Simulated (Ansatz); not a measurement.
# C2H2N2Sn: a ladder of functionals and wavefunction methods

How much do the methods differ for C2H2N2Sn? The plan is to run it at one geometry with functionals of several rungs and with coupled cluster. The yardstick is the atomisation energy at the CCSD(T) limit.

Method: functionals in def2-TZVPP, the program's frozen cores in correlated methods; program: Ansatz 0.2.0, Gaussian basis.

Levels to be run: LDA (SPW92), PBE-D4, revPBE-D4, BLYP-D4, r2SCAN-D4, B97M-V, PBE0-D4, B3LYP-D4, r2SCANh-D4, r2SCAN0-D4, HSE06-D4, BHLYP-D4, CAM-B3LYP-D4, LC-ωPBE, ωB97X-V, ωB97M-V, B2PLYP, PBE-QIDH; CCSD(T)/def2-SVP; CCSD(T)/def2-TZVPP; CCSD(T)/def2-QZVPP; extrapolation to the limit; RPA on PBE.

## (1) The geometry

The geometry comes from an earlier relaxation with PBE0-D4 in a triple-zeta def2 set; it is a stationary point, not always the lowest conformer. Sn takes the def2 core potential; no spin-orbit term is included.

SMILES `N#[C][SnH2][C]#N`, 7 atoms, charge 0, spin multiplicity 1.

Atoms are counted from 1 here; the program's logs count them from 0.

Bond lengths: N1–C2 1.152 Å, C2–Sn3 2.099 Å, Sn3–C4 2.099 Å, Sn3–H6 1.688 Å, Sn3–H7 1.688 Å, C4–N5 1.152 Å. Angles: N1–C2–Sn3 178.2°, C2–Sn3–C4 104.7°, C2–Sn3–H6 108.7°, C2–Sn3–H7 108.6°, C4–Sn3–H6 108.6°, C4–Sn3–H7 108.6°, H6–Sn3–H7 116.9°, Sn3–C4–N5 178.1°.

## (2) LDA

This LDA is Slater exchange with PW92 correlation.

in.yaml

```yaml
crystal:
  periodic: [false, false, false]
  atoms:
    - {symbol: N, position_ang: [1.155110, 2.513501, -0.842738]}
    - {symbol: C, position_ang: [0.595940, 1.521470, -0.671131]}
    - {symbol: Sn, position_ang: [-0.453198, -0.278118, -0.416244]}
    - {symbol: C, position_ang: [0.257184, -1.054390, 1.399500]}
    - {symbol: N, position_ang: [0.623604, -1.509724, 2.391797]}
    - {symbol: H, position_ang: [-2.095199, 0.073649, -0.246772]}
    - {symbol: H, position_ang: [-0.022241, -1.334388, -1.660110]}
basis:
  gaussian: {orbitals: def2-TZVPP}
hamiltonian: {xc: lda}
output: {orbitals: {seedname: orbitals}}
```

Launch:

```
$ ansatz run in.yaml --threads 2 --pin off --events-out ev --progress --plain --max-ram 22528MiB --backend cpu
```

Further steps of the session: PBE-D4 (GGA); revPBE-D4 (GGA); BLYP-D4 (GGA); r2SCAN-D4 (meta-GGA); B97M-V (meta-GGA); B3LYP-D4 (hybrid); r2SCANh-D4 (hybrid); r2SCAN0-D4 (hybrid); HSE06-D4 (hybrid); BHLYP-D4 (hybrid); CAM-B3LYP-D4 (range-separated); LC-ωPBE (range-separated); ωB97X-V (range-separated); ωB97M-V (range-separated); B2PLYP (double hybrid); PBE-QIDH (double hybrid); CCSD(T) in def2-SVP; CCSD(T) in def2-TZVPP; CCSD(T) in def2-QZVPP; RPA on PBE orbitals.

Before running them: what should the planned runs give, taken together? Wanted: atomisation energy, CCSD(T)/CBS; farthest beyond LDA; mean size of error, GGA; mean size of error, meta-GGA; mean size of error, hybrid; mean size of error, range-separated; mean size of error, double hybrid; gap, smallest and largest; T1 diagnostic.

The runs gave:

| quantity | value |
| --- | --- |
| atomisation energy, CCSD(T)/CBS | 2800.5 kJ/mol |
| functionals within 28.0 kJ/mol (1.0 %) | revPBE-D4, B97M-V, PBE0-D4, B3LYP-D4, HSE06-D4, CAM-B3LYP-D4, LC-ωPBE, ωB97X-V, ωB97M-V, B2PLYP |
| farthest beyond LDA | BHLYP-D4 (-169.9 kJ/mol) |
| mean size of error, GGA | 53.4 kJ/mol |
| mean size of error, meta-GGA | 22.5 kJ/mol |
| mean size of error, hybrid | 72.3 kJ/mol |
| mean size of error, range-separated | 9.7 kJ/mol |
| mean size of error, double hybrid | 36.1 kJ/mol |
| gap, smallest and largest | 6.44 eV (LDA (SPW92)), 13.73 eV (LC-ωPBE) |
| T1 diagnostic | 0.0147 |
| triples share of the correlation energy | 4.5 % |

**Reading.** LDA overbinds by 459.0 kJ/mol (16 %). PBE-D4 misses by +108.6 kJ/mol. Double hybrids carry the basis error of their MP2 part in triple zeta, and no dispersion term here, so their miss is partly the set-up's. The rungs range-separated, meta-GGA miss on average by less than the doubt on the reference (28.0 kJ/mol), so they tie. The reference freezes the cores and leaves out spin-orbit coupling and excitations past (T), and its outer-core shells are covered unevenly, so misses under about 28.0 kJ/mol can't be ranked. All levels share the lack of spin-orbit coupling, which lowers the free heavy atoms and so the true binding. Hartree-Fock recovers 62 % of the binding; the rest is correlation. CCSD(T) in def2-SVP is off by -196.6 kJ/mol, more than most functionals: a good method in a small basis is no reference. Orbital gaps span 6.4 to 13.7 eV; exact exchange widens them. Correlated methods include outer-core shells of Sn, which these sets cover unevenly.
